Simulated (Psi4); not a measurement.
# CH3Cl3Si (methyltrichlorosilane) at BLYP/cc-pVDZ

Aim: the energy change on altering one bond length of CH3Cl3Si (methyltrichlorosilane) at BLYP/cc-pVDZ, from 2 runs. 

The calculation is run with Psi4 1.11.

5 further runs of the same task are left out: 5 that didn't finish.

## (1) The molecule

CH3Cl3Si has 8 atoms, charge 0, and is taken as a singlet. As SMILES, `C[Si](Cl)(Cl)Cl`. The shape is that of a PBE0-D4/def2-TZVP optimisation.

Bond lengths: C1–Si2 1.841 Å, Si2–Cl3 2.039 Å, Si2–Cl4 2.039 Å, Si2–Cl5 2.039 Å, C1–H6 1.092 Å, C1–H7 1.092 Å, C1–H8 1.092 Å. Some angles: C1–Si2–Cl3 110.7°, C1–Si2–Cl4 110.7°, C1–Si2–Cl5 110.6°, Cl3–Si2–Cl4 108.3°, Cl3–Si2–Cl5 108.3°, Cl4–Si2–Cl5 108.3°, Si2–C1–H6 110.0°, Si2–C1–H7 110.0°, Si2–C1–H8 110.0°, H6–C1–H7 109.0°.

## (2) A single-point energy at BLYP/cc-pVDZ

File input.dat:

```
memory 1600 mb

molecule geom {
  C     -1.37742137    -0.52836742     1.29654109
  Si     1.07506519     0.37397680    -0.99909820
  Cl     4.46050954    -1.20942472    -0.06349480
  Cl     0.12453295    -0.81163737    -4.53950010
  Cl     1.51404857     4.20086118    -1.08432485
  H     -1.59587371    -2.57985411     1.32432007
  H     -0.84716422     0.11546227     3.18381057
  H     -3.17965318     0.33108002     0.77629949
  units au
  symmetry c1
  no_reorient
  no_com
}

set reference rks
set puream true
set e_convergence 1e-09
set d_convergence 1e-08
set scf_type pk
set dft_radial_points 99
set dft_spherical_points 590

e_tot, wfn = energy('blyp/cc-pVDZ', return_wfn=True)
oeprop(wfn, 'WIBERG_LOWDIN_INDICES', 'QUADRUPOLE', 'MAYER_INDICES', title='BLYP')
```

Command:

```console
$ psi4 -i input.dat -o output.dat -n 1
```

output.dat:

```text
[...]
  Running in c1 symmetry.
[...]
  Nuclear repulsion =  440.297333754780766
[...]
  Multiplicity = 1
[...]
  Nalpha       = 37
  Nbeta        = 37
[...]
    Number of basis functions: 101
[...]
   @RKS iter   1: -1709.75578677379963    3.15776e-01   8.22729e-03 ADIIS/DIIS
[...]
   @RKS iter  11: -1710.12354641959655   -1.81899e-12   2.78420e-09 DIIS
[...]
    Orbital Energies [Eh]
    ---------------------
    Doubly Occupied:
       1A   -100.745603     2A   -100.745598     3A   -100.745584
       4A    -65.596784     5A     -9.936569     6A     -9.178426
       7A     -9.178373     8A     -9.178360     9A     -7.008393
      10A     -7.008387    11A     -7.008372    12A     -7.001334
      13A     -7.001330    14A     -7.001315    15A     -7.001247
      16A     -7.001243    17A     -7.001227    18A     -5.156215
      19A     -3.576952    20A     -3.576952    21A     -3.572984
      22A     -0.785719    23A     -0.748053    24A     -0.748036
      25A     -0.653040    26A     -0.472357    27A     -0.396433
      28A     -0.396431    29A     -0.360374    30A     -0.360368
      31A     -0.355902    32A     -0.305166    33A     -0.305161
      34A     -0.282352    35A     -0.282343    36A     -0.281739
[...]
  @RKS Final Energy: -1710.12354641959655
   => Energetics <=
    Nuclear Repulsion Energy =            440.2973337547807660
    One-Electron Energy =               -3238.4195705955744415
    Two-Electron Energy =                1200.3019373000429368
    DFT Exchange-Correlation Energy =    -112.3032468788460676
    Empirical Dispersion Energy =           0.0000000000000000
    VV10 Nonlocal Energy =                  0.0000000000000000
    Total Energy =                      -1710.1235464195965505
[...]
 Multipole Moments:
 ------------------------------------------------------------------------------------
     Multipole            Electronic (a.u.)      Nuclear  (a.u.)        Total (a.u.)
 ------------------------------------------------------------------------------------
 L = 1.  Multiply by 2.5417464519 to convert [e a0] to [Debye]
 Dipole X            :       -105.4157929          104.8482414           -0.5675516
 Dipole Y            :        -37.1978167           36.9887434           -0.2090733
 Dipole Z            :         98.1392893          -97.6081339            0.5311554
 Magnitude           :                                                    0.8049550
 L = 2.  Multiply by 1.3450342976 to convert [e a0^2] to [Debye ang]
 Quadrupole XX       :       -461.7917169          418.4070916          -43.3846253
 Quadrupole XY       :        -27.6691567           27.6598758           -0.0092809
[...]
```

Wall time 32 s (1 thread of Intel Xeon 6975P-C (Granite Rapids), shared host); peak memory 0.8 GiB.

## (3) The distorted shape: energy and forces at BLYP/cc-pVDZ

File ch3cl3si.dat:

```
memory 1.6 GB

molecule m {
  0 1
  C     -0.326503     0.222316     2.184889
  Si     0.971297     0.699816     0.970089
  Cl     2.762797    -0.138084     1.465189
  Cl     0.065900    -0.429500    -2.402200
  Cl     1.203597     2.724916     0.924989
  H     -0.442103    -0.863284     2.199589
  H     -0.045903     0.563016     3.183589
  H     -1.280203     0.677116     1.909589
  symmetry c1
}

set {
  basis                cc-pVDZ
  puream               true
  e_convergence        1e-09
  d_convergence        1e-08
  scf_type             pk
  dft_radial_points    99
  dft_spherical_points 590
}

e, wfn = gradient('blyp', return_wfn=True)
oeprop(wfn, 'MAYER_INDICES', 'DIPOLE', 'MULLIKEN_CHARGES', title='BLYP')
print_variables()
```

Command:

```console
$ psi4 ch3cl3si.dat ch3cl3si.out -n 1
```

ch3cl3si.out, shortened:

```text
[...]
  Running in c1 symmetry.
[...]
  Nuclear repulsion =  377.672279406199436
[...]
  Multiplicity = 1
[...]
  Nalpha       = 37
  Nbeta        = 37
[...]
    Number of basis functions: 101
[...]
   @RKS iter   1: -1709.54327236187760    1.41092e-01   8.58211e-03 DIIS/ADIIS
[...]
   @RKS iter  15: -1710.00843698549511   -1.00272e-10   7.15905e-09 DIIS
[...]
  @RKS Final Energy: -1710.00843698549511
   => Energetics <=
    Nuclear Repulsion Energy =            377.6722794061994364
    One-Electron Energy =               -3112.5096250051205971
    Two-Electron Energy =                1136.9721882912028832
    DFT Exchange-Correlation Energy =    -112.1432796777767038
    Empirical Dispersion Energy =           0.0000000000000000
    VV10 Nonlocal Energy =                  0.0000000000000000
    Total Energy =                      -1710.0084369854951092
[...]
  -Total Gradient:
     Atom            X                  Y                   Z
    ------   -----------------  -----------------  -----------------
       1        0.012772291590     0.007537983502     0.003212841634
       2        0.004141083429     0.006002363013     0.020017406835
       3       -0.015397939386     0.010464068955     0.001062989660
       4       -0.005940174280    -0.007802265646    -0.024209319610
       5       -0.000148016211    -0.017502649147     0.006344062850
       6        0.001683299506     0.010370759886    -0.000028443949
       7       -0.006509524868    -0.005243240395    -0.009043880933
       8        0.009396752623    -0.003828363787     0.002643705518
[...]
 Multipole Moments:
 ------------------------------------------------------------------------------------
     Multipole            Electronic (a.u.)      Nuclear  (a.u.)        Total (a.u.)
[...]
  Mulliken Charges: (a.u.)
   Center  Symbol    Alpha    Beta     Spin     Total
       1     C     3.04429  3.04429  0.00000 -0.08857
       2    SI     6.77700  6.77700  0.00000  0.44600
       3    CL     8.54646  8.54646  0.00000 -0.09292
       4    CL     8.69077  8.69077  0.00000 -0.38153
       5    CL     8.54649  8.54649  0.00000 -0.09298
       6     H     0.46466  0.46466  0.00000  0.07068
       7     H     0.46568  0.46568  0.00000  0.06864
       8     H     0.46466  0.46466  0.00000  0.07068
   Total alpha = 37.00000, Total beta = 37.00000, Total charge =  0.00000
[...]
```

Wall time 71 s (1 thread of Intel Xeon 6975P-C (Granite Rapids), shared host); peak memory 0.84 GiB.

## (4) Outcome

Level: BLYP/cc-pVDZ.

```
                                                           quantity           value
                                          first shape: total energy  -1710.12355 Eh
                                         first shape: dipole moment          2.05 D
                                           first shape: HOMO energy        -7.38 eV
                                           first shape: LUMO energy        -0.39 eV
                                         first shape: HOMO–LUMO gap         6.99 eV
                                      distorted shape: total energy  -1710.00844 Eh
                                     distorted shape: dipole moment          7.06 D
                                       distorted shape: HOMO energy        -5.43 eV
                                       distorted shape: LUMO energy        -5.03 eV
                                     distorted shape: HOMO–LUMO gap         0.40 eV
                          distorted shape: largest force on an atom      1.343 eV/Å
energy change with the Si2–Cl4 bond stretched from 2.039 to 3.670 Å        3.132 eV
```

**Reading.** One bond (distorted shape) is far stretched, which a spin-restricted single reference describes badly; a broken-symmetry solution may lie lower. With the Si2–Cl4 bond stretched from 2.039 to 3.670 Å the energy rises by 3.13 eV (72 kcal/mol). The first shape isn't relaxed at this level, so the change isn't measured from a minimum. A restricted reference can't describe the breaking bond well at this length. Mulliken charges (distorted shape) run from -0.38 on Cl4 to +0.45 on Si2; they depend strongly on the basis.
